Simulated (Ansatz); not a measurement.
# C4H9Al: one species, many methods

One table from this session's results is given with a row withheld; the runs are named, their logs left out.

Computed with Ansatz 0.2.0, Gaussian basis. Level: functionals in def2-TZVPP, the program's frozen cores in correlated methods.

Plan: LDA (SPW92), PBE-D4, revPBE-D4, BLYP-D4, r2SCAN-D4, B97M-V, PBE0-D4, B3LYP-D4, r2SCANh-D4, r2SCAN0-D4, HSE06-D4, BHLYP-D4, CAM-B3LYP-D4, LC-ωPBE, ωB97X-V, ωB97M-V, B2PLYP, PBE-QIDH; CCSD(T)/def2-SVP; CCSD(T)/def2-TZVPP; MP2/def2-QZVPP; extrapolation to the limit; RPA on PBE.

### Structure used throughout

An earlier PBE0-D4 in a triple-zeta def2 set relaxation fixed the geometry.

SMILES `C=C[CH2][AlH][CH3]`, 14 atoms, charge 0, spin multiplicity 1.

Atoms are counted from 1 here; the program's logs count them from 0.

Bond lengths: C1–C2 1.370 Å, C1–H6 1.082 Å, C1–H7 1.085 Å, C2–C3 1.439 Å, C2–H8 1.090 Å, C3–Al4 2.057 Å, C3–H9 1.088 Å, C3–H10 1.083 Å, Al4–C5 1.955 Å, Al4–H11 1.584 Å, C5–H12 1.094 Å, C5–H13 1.093 Å, C5–H14 1.095 Å. Angles: C2–C1–H6 120.4°, C2–C1–H7 121.4°, H6–C1–H7 117.1°, C1–C2–C3 125.2°, C1–C2–H8 116.3°, C3–C2–H8 116.1°, C2–C3–Al4 74.8°, C2–C3–H9 117.0°, C2–C3–H10 116.7°, Al4–C3–H9 104.2°, Al4–C3–H10 123.9°, H9–C3–H10 114.4°, C3–Al4–C5 121.9°, C3–Al4–H11 110.5°, C5–Al4–H11 125.3°, Al4–C5–H12 111.6°, Al4–C5–H13 112.5°, Al4–C5–H14 110.6° and more.

Geometry (Å):

```xyz
14

C    -0.7806    1.2105   -1.1244
C    -0.1318    0.0291   -1.3670
C    -0.5840   -1.2690   -0.9416
Al   -0.3735   -0.1773    0.7886
C     1.3543    0.0199    1.6810
H    -0.2922    2.1550   -1.3233
H    -1.8448    1.2381   -0.9127
H     0.9185    0.1035   -1.6477
H    -1.6522   -1.4656   -1.0057
H     0.0423   -2.1127   -1.2032
H    -1.7850    0.0722    1.4634
H     1.4444    0.9926    2.1731
H     2.1957   -0.0835    0.9904
H     1.4761   -0.7420    2.4578
```

Set-up of the first run:

The input, in.yaml:

```yaml
crystal:
  periodic: [false, false, false]
  atoms:
    - {symbol: C, position_ang: [-0.780615, 1.210464, -1.124415]}
    - {symbol: C, position_ang: [-0.131759, 0.029075, -1.366990]}
    - {symbol: C, position_ang: [-0.583999, -1.269012, -0.941594]}
    - {symbol: Al, position_ang: [-0.373489, -0.177289, 0.788564]}
    - {symbol: C, position_ang: [1.354311, 0.019919, 1.680995]}
    - {symbol: H, position_ang: [-0.292205, 2.154981, -1.323257]}
    - {symbol: H, position_ang: [-1.844820, 1.238135, -0.912679]}
    - {symbol: H, position_ang: [0.918503, 0.103522, -1.647720]}
    - {symbol: H, position_ang: [-1.652229, -1.465582, -1.005673]}
    - {symbol: H, position_ang: [0.042268, -2.112662, -1.203216]}
    - {symbol: H, position_ang: [-1.785010, 0.072171, 1.463429]}
    - {symbol: H, position_ang: [1.444361, 0.992551, 2.173092]}
    - {symbol: H, position_ang: [2.195717, -0.083550, 0.990448]}
    - {symbol: H, position_ang: [1.476066, -0.742022, 2.457816]}
basis:
  gaussian: {orbitals: def2-TZVPP}
hamiltonian: {xc: lda}
output: {orbitals: {seedname: orbitals}}
```

Started as:

```sh
$ ansatz run in.yaml --threads 4 --pin off --events-out ev --progress --plain --max-ram 10444MiB
```

Steps of the session up to this table: LDA; PBE-D4 (GGA); revPBE-D4 (GGA); BLYP-D4 (GGA); r2SCAN-D4 (meta-GGA); B97M-V (meta-GGA); PBE0-D4 (hybrid); B3LYP-D4 (hybrid); r2SCANh-D4 (hybrid); r2SCAN0-D4 (hybrid); HSE06-D4 (hybrid); BHLYP-D4 (hybrid); CAM-B3LYP-D4 (range-separated); LC-ωPBE (range-separated); ωB97X-V (range-separated); ωB97M-V (range-separated); B2PLYP (double hybrid); PBE-QIDH (double hybrid).

One table of the session follows, with a row left open; its other results are not shown here.

It belongs to the step «Frontier levels by functional». 

```
  functional  HOMO (eV)  gap (eV)
 LDA (SPW92)      -5.86      4.17
      PBE-D4      -5.70      4.20
   revPBE-D4      -5.63      4.22
     BLYP-D4      -5.53      4.17
   r2SCAN-D4      -5.88      4.57
      B97M-V      -5.92      4.63
     PBE0-D4      -6.70      6.12
    B3LYP-D4      -6.50      5.71
  r2SCANh-D4      -6.26      5.29
  r2SCAN0-D4      -6.83      6.36
    HSE06-D4          ?         ?
    BHLYP-D4      -7.58      8.02
CAM-B3LYP-D4      -7.94      8.44
     LC-ωPBE      -9.22     10.81
     ωB97X-V      -8.89     10.42
     ωB97M-V      -8.78     10.16
```

**Question.** Estimate the row for HSE06-D4.

The run gave: HOMO (eV): -6.31; gap (eV): 5.35. In the column «HOMO (eV)» it lies between B3LYP-D4 (-6.50) and r2SCANh-D4 (-6.26).
